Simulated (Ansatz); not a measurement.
# MgZnTe3: a trial structure relaxed

Aim: relax a trial structure of MgZnTe3 and see where it ends.

Program: Ansatz 0.2.0. Level of theory: DFT PBE, scalar-relativistic, plane waves, PAW. These are calculated values, not measurements.

**1. The system as given**

Symmetry: Pm-3m, No. 221, cubic system. Conventional cell: a = 5.244 Å, b = 5.244 Å, c = 5.244 Å, α = 90.00°, β = 90.00°, γ = 90.00°. Mg (site symmetry m-3m) has 12 Te at 3.71 Å in its first shell of neighbours. Zn (site symmetry m-3m) has 6 Te at 2.62 Å in its first shell of neighbours. Around Te (site symmetry 4/mmm) lie 2 Zn at 2.62 Å and 4 Mg at 3.71 Å.

Structure file:

```xyz
5
Lattice="5.2439 0.0000 0.0000 0.0000 5.2439 0.0000 0.0000 0.0000 5.2439" Properties=species:S:1:pos:R:3 pbc="T T T"
Mg    0.0000    0.0000    0.0000
Zn    2.6220    2.6220    2.6220
Te    0.0000    2.6220    2.6220
Te    2.6220    2.6220    0.0000
Te    2.6220    0.0000    2.6220
```

The cell is invented: species swapped into a database cell of ZrBRh3 (Pm-3m, No. 221), with Mg on the Zr sites, Zn on the B sites and Te on the Rh sites. The dimensions are guesses.

**2. The guess as it stands, on a coarse mesh**

input.yaml reads:

```yaml
crystal:
  lattice:
    - [5.24392012, 0.0, 0.0]
    - [0.0, 5.24392012, 0.0]
    - [0.0, 0.0, 5.24392012]
  atoms:
    - { symbol: Mg, position: [0.0, 0.0, 0.0] }
    - { symbol: Zn, position: [0.5, 0.5, 0.5] }
    - { symbol: Te, position: [0.0, 0.5, 0.5] }
    - { symbol: Te, position: [0.5, 0.5, 0.0] }
    - { symbol: Te, position: [0.5, 0.0, 0.5] }
basis:
  ecutwfc: 420
kpoints:
  mp_grid: { grid: [4, 4, 4] }
hamiltonian:
  xc: pbe
scf:
  occupations: { method: gaussian, width: 0.1 }
  lower_state_search: "off"
output:
  forces: true
  stress: true
  eigenvalues: true
```

Command:

```
> ansatz run input.yaml --threads 1 --pin off --max-ram 2560MiB --backend cpu --events-out ev --progress --plain --runs-dir out
```

Output (excerpt; [...] marks lines left out):

```text
Warning: RAYON_NUM_THREADS=1 ignored (pool sized by the plan → 1); use --threads N
[...]
Pseudopotentials: kind: paw
Pseudopotential: Mg, paw, valence charge 10, recommended cutoff 420 eV (normal), Mg.paw.azcp
Pseudopotential: Zn, paw, valence charge 12, recommended cutoff 420 eV (normal), Zn.paw.azcp
Pseudopotential: Te, paw, valence charge 16, recommended cutoff 420 eV (normal), Te.paw.azcp
Functional definition: PBE
[...]
Crystal: 5 atoms, lattice volume = 144.201 Å³
Basis set: ecut = 420 eV, 2801 PW (Γ), exchange–correlation on 72×72×72 points (8 copies of the dense FFT grid, shifted against one another)
Bands: 42, of which v1, the nominal top of the filled ones, is band 35 counted from 1 (34 counted from 0)
Symmetry: 48 space group operations
Space group: Pm-3m (ITA 221), of the structure as read, at distance tolerance 5.2e-5 Å
k-points: 10 of 64
[...]
SCF iter   1: F=—  HF=-26181.358396 eV  |F-HF|=—  |Δ(HF+E_count)|=         —  Δρ=2.12e-3  dr2=1.58e-2  ethr=1.77e-3  ⟨swp⟩=8.1  Hψ=1797  notcnv=0  defer=1
[...]
SCF iter   8: F=-26181.352994 eV  HF=-26181.352994 eV  |F-HF|=6.43e-8  |Δ(HF+E_count)|=   1.05e-7  Δρ=8.30e-6  dr2=9.90e-8  ethr=1.43e-10  ⟨swp⟩=8.2  Hψ=1956  notcnv=0
[...]
SCF converged after 8 iterations
Free energy (F): -26181.352994 eV
[...]
E sigma→0 (E₀):  -26181.333001 eV
Entropy (-TS):   -0.039985 eV (-7.997 meV/atom)
Fermi energy:    7.923291 eV
[...]
--- Forces (eV/Å), atoms counted from 1 ---
  atom   1  Mg    -0.00000000     0.00000000     0.00000000
  atom   2  Zn     0.00000000    -0.00000000     0.00000000
  atom   3  Te     0.00000000     0.00000000     0.00000000
  atom   4  Te    -0.00000000    -0.00000000    -0.00000000
  atom   5  Te    -0.00000000    -0.00000000     0.00000000
[...]
--- Stress (GPa, compression-positive) ---
        2.246157       0.000000      -0.000000
        0.000000       2.246157       0.000000
        0.000000       0.000000       2.246157
  P = ⅓ Tr σ = 2.2462 GPa (22.462 kbar)
--- Band table (eV; the first three rows and the last of 10) ---
[...]
```

Wall time 8.7 s (1 thread of Intel Xeon at 2.50GHz (Skylake/Cascade Lake), shared host); peak memory 0.42 GiB.

The probe gives pressure 2.2 GPa, largest force 0.00 eV/Å, gap on this mesh none (metal). The coarse relaxation is skipped.

**3. Final relaxation**

Changes to input.yaml since step 2:

```diff
@@ -14,3 +14,3 @@
 kpoints:
-  mp_grid: { grid: [4, 4, 4] }
+  mp_grid: { grid: [8, 8, 8] }
 hamiltonian:
@@ -19,3 +19,2 @@
   occupations: { method: gaussian, width: 0.1 }
-  lower_state_search: "off"
 output:
@@ -24 +23,6 @@
   eigenvalues: true
+relax:
+  adjacent_minimum: "off"
+  f_tol: 0.01
+  max_steps: 80
+  cell: { stress_tol: 0.05 }
```

Command:

```
> ansatz run input.yaml --threads 1 --pin off --max-ram 2560MiB --backend cpu --events-out ev --progress --plain --runs-dir out
```

Output (excerpt; [...] marks lines left out):

```text
Warning: RAYON_NUM_THREADS=1 ignored (pool sized by the plan → 1); use --threads N
[...]
[... 5 set-up lines as earlier in the session ...]
[...]
Crystal: 5 atoms, lattice volume = 144.201 Å³
Basis set: ecut = 420 eV, 2801 PW (Γ), exchange–correlation on 72×72×72 points (8 copies of the dense FFT grid, shifted against one another)
Bands: 42, of which v1, the nominal top of the filled ones, is band 35 counted from 1 (34 counted from 0)
[... 2 set-up lines as earlier in the session ...]
k-points: 35 of 512
[...]
--- Stress (GPa, compression-positive) ---
       -0.036646       0.000000       0.000000
        0.000000      -0.036646       0.000000
        0.000000       0.000000      -0.036646
  P = ⅓ Tr σ = -0.0366 GPa (-0.366 kbar)
--- Band table (eV; the first three rows and the last of 35) ---
[...]
--- Relaxed structure (2 steps of the walk, 2 accepted, 1 SCFs on fresh bases) ---
  F+E_penalty+E_count = -26181.47395866 eV   max|allowed force component| = 1.589e-29 eV/Å   (the final SCF, on the basis selected at the relaxed cell)
  cell:  # Å, volume = 151.8246 Å³
    - [5.33474936182178, -2.969141997596988e-34, -8.9876730738071e-34]
    - [-4.012354050806741e-35, 5.33474936182178, 0.0]
    - [-6.419766481290786e-34, 0.0, 5.33474936182178]
  atoms:
    - { symbol: Mg, position: [4.750013992853928e-34, 5.63145988843507e-35, 4.896921642117451e-35] }
    - { symbol: Zn, position: [0.5, 0.5, 0.5] }
    - { symbol: Te, position: [-2.595368470322249e-34, 0.5, 0.5] }
    - { symbol: Te, position: [0.5, 0.5, 9.793843284234903e-35] }
    - { symbol: Te, position: [0.5, 1.0528381530552523e-34, 0.5] }
```

Wall time 1.8 min (1 thread of Intel Xeon at 2.50GHz (Skylake/Cascade Lake), shared host); peak memory 0.53 GiB.

Relaxation path:

| step | E - E(step 1) (eV/cell) | largest force component (eV/Å) | pressure (GPa) | volume (Å³) |
| --- | --- | --- | --- | --- |
| 1 | 0.0000 | 0.0000 | 2.18 | 144.20 |
| 2 | -0.0470 | 0.0000 | -0.03 | 151.82 |
| 3 | -0.0484 | 0.0000 | -0.04 | 151.82 |

Step 1 is the start. Step 3 repeats the geometry before it on a plane-wave basis chosen anew for that cell, so its energy need not be comparable with the rows above.

|  | before | after | change |
| --- | --- | --- | --- |
| a (Å) | 5.244 | 5.335 | +1.7 % |
| b (Å) | 5.244 | 5.335 | +1.7 % |
| c (Å) | 5.244 | 5.335 | +1.7 % |
| volume (Å³/atom) | 28.84 | 30.36 | +5.3 % |
| shortest distance (Å) | 2.622 | 2.667 | +1.7 % |
| space group (0.01 Å) | Pm-3m | Pm-3m | same |

The run keeps the 48 symmetry operations of the start, so it could not have lowered the symmetry.

**4. Changed: mixing.algorithm broyden, mixing.beta 0.9**

input.yaml reads:

```yaml
crystal:
  lattice:
    - [5.3347493618, 0.0, 0.0]
    - [0.0, 5.3347493618, 0.0]
    - [0.0, 0.0, 5.3347493618]
  atoms:
    - { symbol: Mg, position: [0.0, 0.0, 0.0] }
    - { symbol: Zn, position: [0.5, 0.5, 0.5] }
    - { symbol: Te, position: [0.0, 0.5, 0.5] }
    - { symbol: Te, position: [0.5, 0.5, 0.0] }
    - { symbol: Te, position: [0.5, 0.0, 0.5] }
basis:
  ecutwfc: 420
kpoints:
  mp_grid: { grid: [8, 8, 8] }
hamiltonian:
  xc: pbe
scf:
  occupations: { method: gaussian, width: 0.1 }
  mixing: { algorithm: broyden, beta: 0.9 }
output:
  forces: true
  eigenvalues: true
  stress: true
```

Command:

```
> ansatz run input.yaml --threads 1 --pin off --max-ram 2560MiB --backend cpu --events-out ev --progress --plain --runs-dir out
```

Output (excerpt; [...] marks lines left out):

```text
Warning: RAYON_NUM_THREADS=1 ignored (pool sized by the plan → 1); use --threads N
[...]
[... 5 set-up lines as earlier in the session ...]
[...]
Crystal: 5 atoms, lattice volume = 151.825 Å³
Basis set: ecut = 420 eV, 2945 PW (Γ), exchange–correlation on 72×72×72 points (8 copies of the dense FFT grid, shifted against one another)
Bands: 42, of which v1, the nominal top of the filled ones, is band 35 counted from 1 (34 counted from 0)
[... 1 set-up line as earlier in the session ...]
Space group: Pm-3m (ITA 221), of the structure as read, at distance tolerance 5.3e-5 Å
k-points: 35 of 512
[...]
SCF converged after 8 iterations
Stability not checked: this state was not tested for a lower state beside it, because the mixer in use, unlike msr1, does not test its closes by its own steps (another_mixer; see scf.mixing.algorithm and scf.lower_state_search)
Free energy (F): -26181.473959 eV
[...]
E sigma→0 (E₀):  -26181.462789 eV
Entropy (-TS):   -0.022340 eV (-4.468 meV/atom)
Fermi energy:    7.219530 eV
[...]
--- Forces (eV/Å), atoms counted from 1 ---
  atom   1  Mg    -0.00000000     0.00000000     0.00000000
  atom   2  Zn     0.00000000    -0.00000000     0.00000000
  atom   3  Te     0.00000000     0.00000000    -0.00000000
  atom   4  Te     0.00000000    -0.00000000    -0.00000000
  atom   5  Te     0.00000000    -0.00000000    -0.00000000
[...]
--- Stress (GPa, compression-positive) ---
       -0.036572       0.000000       0.000000
        0.000000      -0.036572       0.000000
        0.000000       0.000000      -0.036572
  P = ⅓ Tr σ = -0.0366 GPa (-0.366 kbar)
--- Band table (eV; the first three rows and the last of 35) ---
[...]
```

Run time: 31 s. Hardware: 1 thread of Intel Xeon at 2.50GHz (Skylake/Cascade Lake), shared host; peak memory 0.51 GiB.

| run | ending | energy change | pressure (GPa) | gap (eV) | force (eV/Å) | cycles | time |
| --- | --- | --- | --- | --- | --- | --- | --- |
| step 3 | converged | 0 | 0.0 | 0.00 | 0.00 | - | 1.8 min |
| variant | converged | 0.0 meV/atom | 0.0 | 0.00 | 0.00 | 8 | 31 s |

Same state: the changed mixing leaves the energy within 0.5 meV/atom.

**5. Outcome**

| quantity | value |
| --- | --- |
| symmetry at the end (tolerance 0.05 Å) | space group Pm-3m (No. 221) |
| conventional cell | a = 5.335 Å, b = 5.335 Å, c = 5.335 Å, α = 90.00°, β = 90.00°, γ = 90.00° |
| volume | 30.36 Å³/atom |
| energy over the elements | +0.25 eV/atom |
| gap on the mesh | none (metal) |

In words: The space group Pm-3m (No. 221) is kept, and the volume per atom grows by 5.3 % from the first guess. The formation energy is positive, so the separate elements lie lower. No finished test with a distortion of lower symmetry is shown, so the end may be a saddle point. Spin-orbit coupling is left out for Te.
